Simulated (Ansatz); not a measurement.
**C₃H₉NSi: how energies converge with the basis set**

An exercise on one series of results from a longer session: the logs are not shown, and one member is left open.

Method: one geometry, several basis sets; program: Ansatz 0.2.0, Gaussian basis.

Levels to be run: PBE0-D4/def2-SVP; ωB97M-V/def2-SVP; PBE0-D4/def2-QZVPP; ωB97M-V/def2-QZVPP; the functionals' def2-TZVPP values are taken from earlier runs.

**The relaxed structure**

The geometry comes from an earlier relaxation with PBE0-D4 in a triple-zeta def2 set; it is a stationary point, not always the lowest conformer.

SMILES `C/C(N)=C\[SiH3]`, 14 atoms, charge 0, spin multiplicity 1.

Atoms are counted from 1 here; the program's logs count them from 0.

Bond lengths: C1–C2 1.496 Å, C1–H6 1.089 Å, C1–H7 1.095 Å, C1–H8 1.094 Å, C2–N3 1.376 Å, C2–C4 1.347 Å, N3–H9 1.006 Å, N3–H10 1.006 Å, C4–Si5 1.840 Å, C4–H11 1.089 Å, Si5–H12 1.488 Å, Si5–H13 1.493 Å, Si5–H14 1.493 Å. Angles: C2–C1–H6 111.9°, C2–C1–H7 110.7°, C2–C1–H8 110.4°, H6–C1–H7 107.9°, H6–C1–H8 108.4°, H7–C1–H8 107.6°, C1–C2–N3 113.3°, C1–C2–C4 123.5°, N3–C2–C4 123.2°, C2–N3–H9 116.9°, C2–N3–H10 117.3°, H9–N3–H10 114.3°, C2–C4–Si5 125.7°, C2–C4–H11 117.1°, Si5–C4–H11 117.2°, C4–Si5–H12 108.7°, C4–Si5–H13 113.4°, C4–Si5–H14 113.1° and more.

Set-up of the first run:

Contents of in.yaml:

```yaml
crystal:
  periodic: [false, false, false]
  atoms:
    - {symbol: C, position_ang: [-1.348328, -0.500414, 0.431480]}
    - {symbol: C, position_ang: [0.113274, -0.320099, 0.692163]}
    - {symbol: N, position_ang: [0.511095, -0.803829, 1.917262]}
    - {symbol: C, position_ang: [0.947994, 0.308226, -0.158729]}
    - {symbol: Si, position_ang: [0.469774, 1.074948, -1.761861]}
    - {symbol: H, position_ang: [-1.640547, -0.099193, -0.537888]}
    - {symbol: H, position_ang: [-1.615920, -1.562074, 0.450157]}
    - {symbol: H, position_ang: [-1.937349, 0.002023, 1.204116]}
    - {symbol: H, position_ang: [1.501232, -0.889829, 2.073664]}
    - {symbol: H, position_ang: [-0.037210, -1.543572, 2.321755]}
    - {symbol: H, position_ang: [1.994007, 0.382157, 0.135607]}
    - {symbol: H, position_ang: [1.688884, 1.635671, -2.405118]}
    - {symbol: H, position_ang: [-0.518848, 2.184371, -1.617635]}
    - {symbol: H, position_ang: [-0.140955, 0.102616, -2.716274]}
basis:
  gaussian: {orbitals: def2-SVP}
hamiltonian: {xc: pbe0, dispersion: d4}
output: {orbitals: {seedname: orbitals}}
```

Command:

```
$ ansatz run in.yaml --threads 4 --pin off --events-out ev --progress --plain --max-ram 10444MiB
```

Steps of the session up to this table: PBE0-D4 in def2-SVP; ωB97M-V in def2-SVP; PBE0-D4 in def2-QZVPP; ωB97M-V in def2-QZVPP.

One table of the session follows, with a row left open; its other results are not shown here.

It belongs to the step «Functionals by basis». 

```
functional       basis  HOMO (eV)  LUMO (eV)
   PBE0-D4    def2-SVP      -5.97       0.45
   PBE0-D4  def2-TZVPP      -6.12       0.18
   PBE0-D4  def2-QZVPP      -6.15       0.06
   ωB97M-V    def2-SVP          ?          ?
   ωB97M-V  def2-TZVPP      -8.28       2.03
   ωB97M-V  def2-QZVPP      -8.31       1.46
```

**Question.** Estimate the row for ωB97M-V, def2-SVP.

As computed: HOMO (eV): -8.12; LUMO (eV): 2.49. In the column «HOMO (eV)» it lies between ωB97M-V, def2-TZVPP (-8.28) and PBE0-D4, def2-QZVPP (-6.15).
